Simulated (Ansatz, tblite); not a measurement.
# Al10As9 wurtzite ring sphere (Al₁₀As₉H₂₆−): removing an electron

Aim: the energy of removing an electron for Al10As9 wurtzite ring sphere (Al₁₀As₉H₂₆−), by energy differences, and how well orbital energies stand in for it.

Program: Ansatz 0.2.0, Gaussian basis. Level of theory: as each input shows. These are calculated values, not measurements.

The runs, in order: charge 0 doublet, at the geometry of the singlet (PBE0-D4/def2-TZVP, PBE-D4/def2-TZVP, B97M-V/def2-TZVP); the starting singlet's energies come from earlier runs.

## 1. The geometry

The geometry is that of the singlet, from an earlier relaxation (PBE-D4/def2-SVP).

45 atoms, charge -1, spin multiplicity 1.

Atoms are counted from 1 here; the program's logs count them from 0.

Bond lengths: Al1–As2 2.574 Å, Al1–As5 2.479 Å, Al1–H20 1.607 Å, Al1–H21 1.609 Å, As2–Al7 2.506 Å, As2–H22 1.529 Å, As2–H23 1.529 Å, Al3–As4 2.529 Å, Al3–As5 2.501 Å, Al3–H24 1.611 Å, Al3–H25 1.615 Å, As4–Al9 2.529 Å, As4–H26 1.528 Å, As4–H27 1.532 Å, As5–Al6 2.470 Å, As5–Al14 2.446 Å, Al6–As8 2.538 Å, Al6–As10 2.470 Å and more. Angles: As2–Al1–As5 99.3°, As2–Al1–H20 104.5°, As2–Al1–H21 103.1°, As5–Al1–H20 113.6°, As5–Al1–H21 111.7°, H20–Al1–H21 121.3°, Al1–As2–Al7 122.7°, Al1–As2–H22 111.2°, Al1–As2–H23 111.9°, Al7–As2–H22 104.4°, Al7–As2–H23 107.0°, H22–As2–H23 96.1°, As4–Al3–As5 100.1°, As4–Al3–H24 109.0°, As4–Al3–H25 104.3°, As5–Al3–H24 111.2°, As5–Al3–H25 110.2°, H24–Al3–H25 119.8° and more.

The ion is computed in the gas phase, without counter-ions or solvent.

## 2. Charge 0 doublet at the fixed geometry, PBE0-D4/def2-TZVP

The input, in.yaml:

```yaml
crystal:
  periodic: [false, false, false]
  atoms:
    - {symbol: Al, position_ang: [0.606861, -4.398650, -0.545773]}
    - {symbol: As, position_ang: [0.588338, -4.129364, 2.013641]}
    - {symbol: Al, position_ang: [0.955864, -2.032884, -3.676439]}
    - {symbol: As, position_ang: [-0.961253, -0.558854, -4.417889]}
    - {symbol: As, position_ang: [0.597868, -2.008427, -1.201711]}
    - {symbol: Al, position_ang: [-1.430824, -0.826537, -0.435500]}
    - {symbol: Al, position_ang: [0.683753, -1.894006, 3.141891]}
    - {symbol: As, position_ang: [-1.227390, -0.707446, 2.091556]}
    - {symbol: Al, position_ang: [-1.279086, 1.839391, -3.679723]}
    - {symbol: As, position_ang: [-1.440298, 1.520265, -1.204784]}
    - {symbol: Al, position_ang: [-3.505051, 2.725971, -0.551746]}
    - {symbol: Al, position_ang: [-1.301863, 1.542232, 3.139059]}
    - {symbol: As, position_ang: [-3.286157, 2.572756, 2.007884]}
    - {symbol: Al, position_ang: [2.668714, -0.993634, -0.386679]}
    - {symbol: As, position_ang: [2.582011, -0.698064, 2.101533]}
    - {symbol: As, position_ang: [2.394611, 1.382192, -1.172445]}
    - {symbol: Al, position_ang: [0.472999, 2.807760, -0.389816]}
    - {symbol: Al, position_ang: [2.880403, 1.666796, 2.921370]}
    - {symbol: As, position_ang: [0.683100, 2.588270, 2.098925]}
    - {symbol: H, position_ang: [-0.767612, -5.161524, -0.878823]}
    - {symbol: H, position_ang: [2.033564, -5.086436, -0.828539]}
    - {symbol: H, position_ang: [-0.629998, -4.815149, 2.632106]}
    - {symbol: H, position_ang: [1.634774, -5.016603, 2.688605]}
    - {symbol: H, position_ang: [0.745781, -3.510732, -4.281904]}
    - {symbol: H, position_ang: [2.278470, -1.189187, -4.058023]}
    - {symbol: H, position_ang: [-2.256079, -1.306337, -4.104549]}
    - {symbol: H, position_ang: [-1.086070, -0.632219, -5.943201]}
    - {symbol: H, position_ang: [-2.787877, -1.610647, -0.778584]}
    - {symbol: H, position_ang: [0.665787, -1.995229, 4.741667]}
    - {symbol: H, position_ang: [-2.457203, -1.417138, 2.659553]}
    - {symbol: H, position_ang: [-2.662793, 2.396448, -4.287852]}
    - {symbol: H, position_ang: [0.113788, 2.561407, -4.060652]}
    - {symbol: H, position_ang: [-4.854105, 1.920770, -0.888834]}
    - {symbol: H, position_ang: [-3.382939, 4.305493, -0.832363]}
    - {symbol: H, position_ang: [-1.399667, 1.579651, 4.738708]}
    - {symbol: H, position_ang: [-4.487555, 1.854166, 2.622327]}
    - {symbol: H, position_ang: [-3.539021, 3.920500, 2.684308]}
    - {symbol: H, position_ang: [4.063053, -1.630130, -0.853048]}
    - {symbol: H, position_ang: [3.815511, -1.445297, 2.608011]}
    - {symbol: H, position_ang: [2.298750, 1.325333, -2.692846]}
    - {symbol: H, position_ang: [3.712515, 2.143715, -1.062666]}
    - {symbol: H, position_ang: [0.619115, 4.332862, -0.858369]}
    - {symbol: H, position_ang: [2.939615, 1.702255, 4.528799]}
    - {symbol: H, position_ang: [4.056246, 2.345444, 2.049428]}
    - {symbol: H, position_ang: [0.651368, 4.030820, 2.603365]}
basis:
  gaussian: {orbitals: def2-TZVP, fitting: {mean_field: def2-universal-jkfit}}
magnetization: {spin_polarized: true, initial_magnetization: 1}
hamiltonian: {xc: pbe0, dispersion: d4}
scf: {omitted_lower_state_checks: [starts]}
output: {orbitals: {seedname: orbitals}}
```

On the command line:

```bash
ansatz run in.yaml --threads 4 --pin off --events-out ev --progress --plain --max-ram 46080MiB --backend cuda --devices 0, --max-vram 37GiB
```

The program printed:

```text
Functional definition: PBE0
  name "PBE0"
  cite "Adamo & Barone, J. Chem. Phys. 110, 6158 (1999) doi:10.1063/1.478522"
  cite "Perdew, Burke & Ernzerhof, Phys. Rev. Lett. 77, 3865 (1996) doi:10.1103/PhysRevLett.77.3865"
  parent pbe
  parameter a = 0.25
  parameter kappa = 0.804
  parameter beta = 0.06672455060314922
  exchange = (1 - a)*pbe_x(kappa = kappa, mu = beta*pi^2/3) + a*exact_x
  correlation = pbe_c(beta = beta)
these checks for a lower state are left out or cut short: starts
4142 factors; integrals over basis functions are off by at most 6.7e-1 eV
mean field evaluation 1: about -613877.8343 eV, gradient 2.8e1 eV
mean field evaluation 2: about -613877.4665 eV, gradient 2.6e1 eV
mean field evaluation 4: about -613881.6032 eV, gradient 3.8e0 eV
mean field evaluation 8: about -613881.7119 eV, gradient 6.1e-1 eV
mean field evaluation 16: about -613881.7473 eV, gradient 4.5e-2 eV
mean field evaluation 32: about -613881.7476 eV, gradient 1.0e-4 eV
mean field -613881.74764887 eV, -22559.7381221026 hartree, gradient 9.8e-6 eV, S^2 0.755278; 0 other end points of the search recorded, 0 dependent functions left out
reference -613881.74773912 eV, -22559.7381254191 hartree; 227, 226 occupied and 731, 732 virtual orbitals, 4142 factors
Total energy: -613884.62920403 eV, -22559.8440173015 hartree
Checks for a lower state left out: starts
```

Run time: 34 s. Hardware: 1 × H100 (card shared with other runs) with 4 threads of AMD EPYC 7R13, shared host; peak host memory 1.8 GiB.

Report: HOMO -7.35 eV, LUMO -6.34 eV (over both spins); ⟨S²⟩ 0.755 (pure: 0.75).

## 3. Charge 0 doublet at the fixed geometry, PBE-D4/def2-TZVP

start.molden holds the orbitals of an earlier run on this state, given as this run's starting guess.

Edit in.yaml of step 2 so:

```diff
@@ -49,5 +49,5 @@
 basis:
-  gaussian: {orbitals: def2-TZVP, fitting: {mean_field: def2-universal-jkfit}}
+  gaussian: {orbitals: def2-TZVP, fitting: {mean_field: def2-universal-jkfit}, initial_orbitals: start.molden}
 magnetization: {spin_polarized: true, initial_magnetization: 1}
-hamiltonian: {xc: pbe0, dispersion: d4}
+hamiltonian: {xc: pbe, dispersion: d4}
 scf: {omitted_lower_state_checks: [starts]}
```

The command is unchanged.

The program printed:

```text
Functional definition: PBE
  name "PBE"
  cite "Perdew, Burke & Ernzerhof, Phys. Rev. Lett. 77, 3865 (1996) doi:10.1103/PhysRevLett.77.3865"
  parent pbe
  parameter kappa = 0.804
  parameter beta = 0.06672455060314922
  exchange = pbe_x(kappa = kappa, mu = beta*pi^2/3)
  correlation = pbe_c(beta = beta)
these checks for a lower state are left out or cut short: starts
4142 factors; integrals over basis functions are off by at most 6.7e-1 eV
mean field evaluation 1: about -613857.7180 eV, gradient 2.2e1 eV
mean field evaluation 2: about -613858.4255 eV, gradient 8.8e-1 eV
mean field evaluation 4: about -613858.4530 eV, gradient 3.2e-1 eV
mean field evaluation 8: about -613858.4546 eV, gradient 6.4e-4 eV
mean field evaluation 16: about -613858.4546 eV, gradient 5.8e-6 eV
mean field -613858.45463874 eV, -22558.8821197686 hartree, gradient 5.8e-6 eV, S^2 0.751153; 0 other end points of the search recorded, 0 dependent functions left out
reference -613858.45476137 eV, -22558.8821242753 hartree; 227, 226 occupied and 731, 732 virtual orbitals, 4142 factors
Total energy: -613861.60672222 eV, -22558.9979567000 hartree
Checks for a lower state left out: starts
```

Run time: 16 s. Hardware: 1 × H100 (card shared with other runs) with 4 threads of AMD EPYC 7R13, shared host; peak host memory 1.7 GiB.

Report: HOMO -6.37 eV, LUMO -6.32 eV (over both spins); ⟨S²⟩ 0.751 (pure: 0.75).

## 4. Charge 0 doublet at the fixed geometry, B97M-V/def2-TZVP

Edit in.yaml of step 3 so:

```diff
@@ -51,3 +51,3 @@
 magnetization: {spin_polarized: true, initial_magnetization: 1}
-hamiltonian: {xc: pbe, dispersion: d4}
+hamiltonian: {xc: {name: B97M-V}}
 scf: {omitted_lower_state_checks: [starts]}
```

Same command.

The program printed (excerpt; [...] marks lines left out):

```text
Functional definition: B97M-V
  name "B97M-V"
  cite "Mardirossian & Head-Gordon, J. Chem. Phys. 142, 074111 (2015) doi:10.1063/1.4907719"
  cite "Becke, J. Chem. Phys. 107, 8554 (1997) doi:10.1063/1.475007"
  cite "Vydrov & Van Voorhis, J. Chem. Phys. 133, 244103 (2010) doi:10.1063/1.3521275"
  # Of w^i u^j: cxij and so on, Table III.
[...]
  gx(w, u) = cx00 + cx01*u + cx02*u^2 + (cx10 + cx11*u)*w
  gss(w, u) = css00 + css02*u^2 + css10*w + (css32*w^3 + css42*w^4)*u^2
  gos(w, u) = cos00 + cos01*u + cos03*u^3 + cos10*w + cos32*w^3*u^2
[...]
      + integral(e_c_pw_mod_opposite_spin*gos(b97_w_opposite, b97_u_opposite)) + vv10(b, c)
[...]
4142 factors; integrals over basis functions are off by at most 6.7e-1 eV
[...]
mean field -613863.98083374 eV, -22559.0852036892 hartree, gradient 2.8e-6 eV, S^2 0.751741; 0 other end points of the search recorded, 0 dependent functions left out
reference -613863.98100759 eV, -22559.0852100780 hartree; 227, 226 occupied and 731, 732 virtual orbitals, 4142 factors
Total energy: -613863.98100759 eV, -22559.0852100780 hartree
Checks for a lower state left out: starts
```

Wall time 29 s (1 × H100 (card shared with other runs) with 4 threads of AMD EPYC 7R13, shared host); peak host memory 2.7 GiB.

HOMO -6.82 eV, LUMO -6.74 eV (over both spins); ⟨S²⟩ 0.752 (pure: 0.75).

## 5. Vertical ionisation energy

Charged state less starting state, singlet to doublet; the starting state's energies are those of its earlier runs.

| level | vertical ionisation energy (eV) | time |
| --- | --- | --- |
| PBE-D4/def2-TZVP | +4.95 | 23 s |
| B97M-V/def2-TZVP | +5.31 | 41 s |
| PBE0-D4/def2-TZVP | +5.42 | 42 s |

Times add the two runs; a level without a time comes out of a correlated run.

Beside −ε(HOMO) of the starting state:

| level | −ε(HOMO) (eV) | by difference (eV) | mismatch (eV) |
| --- | --- | --- | --- |
| PBE-D4/def2-TZVP | 3.41 | 4.95 | -1.55 |
| B97M-V/def2-TZVP | 3.85 | 5.31 | -1.46 |
| PBE0-D4/def2-TZVP | 4.35 | 5.42 | -1.07 |

## 6. Results

| quantity | value |
| --- | --- |
| vertical ionisation energy, functionals in def2-TZVP | 4.95 (PBE-D4) to 5.42 eV (PBE0-D4) |

The vertical ionisation energy spans 4.95 to 5.42 eV over the functionals. −ε(HOMO) misses the level's own difference by -1.07 eV at best (PBE0-D4) and -1.55 eV at worst (PBE-D4).
